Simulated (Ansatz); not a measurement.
# C2H5Sn radical: small, medium and large basis sets

Aim: see how fast density functionals converge with the basis set for C2H5Sn radical.

Computed with Ansatz 0.2.0, Gaussian basis. Level: one geometry, several basis sets.

Levels to be run: PBE0-D4/def2-SVP; ωB97M-V/def2-SVP; PBE0-D4/def2-QZVPP; ωB97M-V/def2-QZVPP; the functionals' def2-TZVPP values are taken from earlier runs.

### Step 1. Structure used throughout

All runs share one geometry, relaxed beforehand with PBE0-D4 in a triple-zeta def2 set. Sn takes the def2 core potential; no spin-orbit term is included.

8 atoms, charge 0, spin multiplicity 2.

Atoms are counted from 1 here; the program's logs count them from 0.

Bond lengths: C1–C2 1.330 Å, C1–H4 1.087 Å, C1–H5 1.088 Å, C2–Sn3 2.125 Å, C2–H6 1.088 Å, Sn3–H7 1.720 Å, Sn3–H8 1.720 Å. Angles: C2–C1–H4 122.4°, C2–C1–H5 121.8°, H4–C1–H5 115.8°, C1–C2–Sn3 122.8°, C1–C2–H6 119.1°, Sn3–C2–H6 118.1°, C2–Sn3–H7 107.9°, C2–Sn3–H8 110.6°, H7–Sn3–H8 110.3°.

### Step 2. PBE0-D4 in def2-SVP

The input, in.yaml:

```yaml
crystal:
  periodic: [false, false, false]
  atoms:
    - {symbol: C, position_ang: [-0.617031, 1.072006, -0.685365]}
    - {symbol: C, position_ang: [-0.218251, 0.507117, 0.450881]}
    - {symbol: Sn, position_ang: [1.173898, -1.097254, 0.511521]}
    - {symbol: H, position_ang: [-0.274099, 0.728242, -1.657432]}
    - {symbol: H, position_ang: [-1.317165, 1.904461, -0.696936]}
    - {symbol: H, position_ang: [-0.583977, 0.903261, 1.395461]}
    - {symbol: H, position_ang: [1.230889, -1.808859, -1.053699]}
    - {symbol: H, position_ang: [0.697937, -2.265974, 1.679769]}
basis:
  gaussian: {orbitals: def2-SVP}
magnetization: {spin_polarized: true, initial_magnetization: 1}
hamiltonian: {xc: pbe0, dispersion: d4}
output: {orbitals: {seedname: orbitals}}
```

Further steps of the session: ωB97M-V in def2-SVP; PBE0-D4 in def2-QZVPP; ωB97M-V in def2-QZVPP.

Q: Predict the results of all the runs planned. Wanted: PBE0-D4: double and triple zeta above quadruple; ωB97M-V: double and triple zeta above quadruple.

The runs gave:

| quantity | value |
| --- | --- |
| PBE0-D4: double and triple zeta above quadruple | 2.79, 0.17 eV |
| ωB97M-V: double and triple zeta above quadruple | 2.96, 0.17 eV |

What this shows: For PBE0-D4 the step from double to triple zeta gains 2.62 eV and the next only 0.17 eV. Total energies overstate the basis error of differences, where much of it tends to cancel.
